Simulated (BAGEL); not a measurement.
# singlet [SiF3]−: levels of theory compared

Aim: a comparison of 6 runs (HF/3-21G, HF/6-31G*, HF/aug-cc-pVDZ, B3LYP/6-31G*, B3LYP/aug-cc-pVDZ, PBE0/aug-cc-pVDZ) of singlet [SiF3]−. 

Program for the calculation: BAGEL 1.2.2.

2 further runs of the same task are left out: 2 set aside as unsound or not needed.

## 1. Starting point

[SiF3]−: 4 atoms, total charge -1, spin state singlet. As SMILES of the parent species, `F[Si](F)F`. Geometry: relaxed at PBE0-D4/def2-TZVP. That shape belongs to the parent species and isn't relaxed for this state.

Bond lengths: F1–Si2 1.581 Å, Si2–F3 1.581 Å, Si2–F4 1.581 Å. Angles: F1–Si2–F3 107.9°, F1–Si2–F4 107.9°, F3–Si2–F4 107.9°.

## 2. A single-point energy at HF/3-21G (density fitting with cc-pvqz-jkfit) (run 1)

File hf.json:

```json
{ "bagel" : [

{
  "title" : "molecule",
  "basis" : "3-21g",
  "df_basis" : "cc-pvqz-jkfit",
  "angstrom" : true,
  "geometry" : [
    { "atom" : "F", "xyz" : [    0.784850,   -0.507040,    1.151700 ] },
    { "atom" : "Si", "xyz" : [   -0.282750,    0.213060,    0.234280 ] },
    { "atom" : "F", "xyz" : [   -0.994260,   -0.892250,   -0.644340 ] },
    { "atom" : "F", "xyz" : [    0.492160,    1.186230,   -0.741640 ] }
  ]
},
{
  "title" : "hf",
  "charge" : -1
},
{
  "title" : "print",
  "file" : "orbitals.molden",
  "orbitals" : true
}

]}
```

The run is started by

```
$ BAGEL_NUM_THREADS=1 BAGEL hf.json > hf.out
```

Log:

```text
* using 1 threads per process

  ===============================================================
  ===============================================================

  *** Geometry ***

  { "atom" : "F", "xyz" : [      1.483152,     -0.958167,      2.176398 ] },
  { "atom" : "Si", "xyz" : [     -0.534320,      0.402625,      0.442725 ] },
  { "atom" : "F", "xyz" : [     -1.878879,     -1.686108,     -1.217626 ] },
  { "atom" : "F", "xyz" : [      0.930048,      2.241650,     -1.401496 ] },

  Number of auxiliary basis functions:      466

  Since a DF basis is specified, we compute 2- and 3-index integrals:
    o Being stored without compression. Storage requirement is 0.006 GB

  Number of basis functions:       40
  Number of electrons      :       41

    * METHOD: MOLECULE                             0.09

  *** RHF ***

  === Nuclear Repulsion ===
   176.7984512233

      * DIIS with orbital gradients will be used.

  === RHF iteration (3-21g) ===
      0       -584.05170375          0.03934160           0.02
      1       -584.20240252          0.02127524           0.01
      2       -584.25114100          0.00131801           0.01
      3       -584.25230473          0.00031338           0.01
      4       -584.25238362          0.00006523           0.01
      5       -584.25238615          0.00000926           0.01
      6       -584.25238619          0.00000139           0.01
      7       -584.25238619          0.00000031           0.01
      8       -584.25238619          0.00000007           0.01
      9       -584.25238619          0.00000002           0.01
     10       -584.25238619          0.00000001           0.01
    * SCF iteration converged.

    * Permanent dipole moment:
           (   -0.651664,     0.491408,     0.540209) a.u.

    * METHOD: HF                                   0.20

    * METHOD: PRINT                                0.00

  ===============================================================
```

Wall time 0.58 s (1 thread of Intel Xeon 6975P-C (Granite Rapids), shared host); peak memory 0.08 GiB.

## 3. A single-point energy at HF/6-31G(d) (density fitting with cc-pvqz-jkfit, spherical functions) (run 2)

File job.json:

```json
{ "bagel" : [

{
  "title" : "molecule",
  "basis" : "6-31gs.json",
  "df_basis" : "cc-pvqz-jkfit",
  "angstrom" : true,
  "geometry" : [
    { "atom" : "F", "xyz" : [    0.784850,   -0.507040,    1.151700 ] },
    { "atom" : "Si", "xyz" : [   -0.282750,    0.213060,    0.234280 ] },
    { "atom" : "F", "xyz" : [   -0.994260,   -0.892250,   -0.644340 ] },
    { "atom" : "F", "xyz" : [    0.492160,    1.186230,   -0.741640 ] }
  ]
},
{ "title" : "hf", "charge" : -1 },
{ "title" : "print", "file" : "orbitals.molden", "orbitals" : true }

]}
```

The basis set 6-31G* is read from a file made from the Basis Set Exchange's data (not shown).

The run is started by

```
$ BAGEL_NUM_THREADS=1 BAGEL job.json > job.out
```

Log:

```text
* using 1 threads per process

  ===============================================================
  ===============================================================

  *** Geometry ***

  { "atom" : "F", "xyz" : [      1.483152,     -0.958167,      2.176398 ] },
  { "atom" : "Si", "xyz" : [     -0.534320,      0.402625,      0.442725 ] },
  { "atom" : "F", "xyz" : [     -1.878879,     -1.686108,     -1.217626 ] },
  { "atom" : "F", "xyz" : [      0.930048,      2.241650,     -1.401496 ] },

  Number of auxiliary basis functions:      466

  Since a DF basis is specified, we compute 2- and 3-index integrals:
    o Being stored without compression. Storage requirement is 0.013 GB

  Number of basis functions:       60
  Number of electrons      :       41

    * METHOD: MOLECULE                             0.12

  *** RHF ***

  === Nuclear Repulsion ===
   176.7984512233

      * DIIS with orbital gradients will be used.

  === RHF iteration (6-31gs.json) ===
      0       -587.08073834          0.03056336           0.03
      1       -587.27321310          0.01943887           0.02
      2       -587.37250821          0.00127460           0.02
      3       -587.37413442          0.00028951           0.02
      4       -587.37423618          0.00011085           0.02
      5       -587.37425338          0.00001786           0.02
      6       -587.37425370          0.00000356           0.02
      7       -587.37425371          0.00000052           0.02
      8       -587.37425371          0.00000016           0.02
      9       -587.37425371          0.00000005           0.02
     10       -587.37425371          0.00000001           0.02
     11       -587.37425371          0.00000000           0.02
    * SCF iteration converged.

    * Permanent dipole moment:
           (   -0.817671,     0.616505,     0.677767) a.u.

    * METHOD: HF                                   0.34

    * METHOD: PRINT                                0.00

  ===============================================================
```

It took 0.76 s on 1 thread of Intel Xeon 6975P-C (Granite Rapids), shared host; peak memory 0.08 GiB.

Runs 3 to 5 aren't shown in full; the table further down has their settings and results.

## 4. A single-point energy at PBE0/aug-cc-pVDZ (density fitting with cc-pvqz-jkfit) (run 6)

File input.json:

```json
{ "bagel": [

{
  "title": "molecule",
  "basis": "aug-cc-pvdz.json",
  "df_basis": "cc-pvqz-jkfit",
  "angstrom": true,
  "geometry": [
    { "atom": "F", "xyz": [       0.784850,      -0.507040,       1.151700 ] },
    { "atom": "Si", "xyz": [      -0.282750,       0.213060,       0.234280 ] },
    { "atom": "F", "xyz": [      -0.994260,      -0.892250,      -0.644340 ] },
    { "atom": "F", "xyz": [       0.492160,       1.186230,      -0.741640 ] }
  ]
},

{ "title": "ks", "xc_func": "pbe0", "charge": -1 },

{ "title": "print", "file": "orbitals.molden", "orbitals": true }

]}
```

The basis set aug-cc-pVDZ is read from a file made from the Basis Set Exchange's data (not shown).

The run is started by

```
$ BAGEL_NUM_THREADS=1 BAGEL input.json > input.out
```

Log:

```text
* using 1 threads per process

  ===============================================================
  ===============================================================

  *** Geometry ***

  { "atom" : "F", "xyz" : [      1.483152,     -0.958167,      2.176398 ] },
  { "atom" : "Si", "xyz" : [     -0.534320,      0.402625,      0.442725 ] },
  { "atom" : "F", "xyz" : [     -1.878879,     -1.686108,     -1.217626 ] },
  { "atom" : "F", "xyz" : [      0.930048,      2.241650,     -1.401496 ] },

  Number of auxiliary basis functions:      466

  Since a DF basis is specified, we compute 2- and 3-index integrals:
    o Being stored without compression. Storage requirement is 0.034 GB

  Number of basis functions:       96
  Number of electrons      :       41

    * METHOD: MOLECULE                             0.19

  *** Kohn-Sham DFT ***

    * Removing 5657 points whose weight is below 1.00e-10
    * Grid points: 53967

  === Nuclear Repulsion ===
   176.7984512233

       - DIIS with orbital gradients will be used.

  === KS iteration (pbe0 / aug-cc-pvdz.json) ===
      0       -566.40093679          0.10155655           0.18
      1       -535.72466703          0.23194360           0.16
      2       -573.86451352          0.08577127           0.16
[... 13 lines of this table left out ...]
     16       -588.82989120          0.00000001           0.18
    * SCF iteration converged.

    * Permanent dipole moment:
           (   -0.856659,     0.645830,     0.710029) a.u.

    * METHOD: KS                                   3.41

    * METHOD: PRINT                                0.01

  ===============================================================
```

It took 3.9 s on 1 thread of Intel Xeon 6975P-C (Granite Rapids), shared host; peak memory 0.27 GiB.

## 5. The series

```
run                                                                   level  energy (Eh)  HOMO energy (eV)  LUMO energy (eV)  HOMO–LUMO gap (eV)  wall time
  1                           HF/3-21G (density fitting with cc-pvqz-jkfit)  -584.252386             -0.89             12.57               13.46     0.58 s
  2     HF/6-31G* (density fitting with cc-pvqz-jkfit, spherical functions)  -587.374254             -0.87             11.16               12.02     0.76 s
  3                     HF/aug-cc-pVDZ (density fitting with cc-pvqz-jkfit)  -587.447519             -1.67              5.07                6.74      1.1 s
  4  B3LYP/6-31G* (density fitting with cc-pvqz-jkfit, spherical functions)  -589.164001              1.85              8.00                6.16      1.9 s
  5                  B3LYP/aug-cc-pVDZ (density fitting with cc-pvqz-jkfit)  -589.256552              0.45              3.83                3.38      4.2 s
  6                   PBE0/aug-cc-pVDZ (density fitting with cc-pvqz-jkfit)  -588.829891              0.37              4.01                3.64      3.9 s
```

## 6. Summary of results

```
                                                    quantity          value
                                         run 6: total energy  -588.82989 Eh
                                          run 6: HOMO energy        0.37 eV
                                          run 6: LUMO energy        4.01 eV
run 6: HOMO–LUMO gap (to an unbound level, set by the basis)        3.64 eV
```

In words: The HOMO–LUMO gap runs from 3.38 eV (B3LYP/aug-cc-pVDZ) to 13.46 eV (HF/3-21G). The two ends differ in method and basis. The empty levels of an anion lie above zero and hang on the basis. Totals of different functionals can't be ranked against each other. In runs 4, 5, 6 the HOMO lies above zero, so the outermost electron may be held by the basis alone. All runs together took 12 s, the longest 4.2 s.
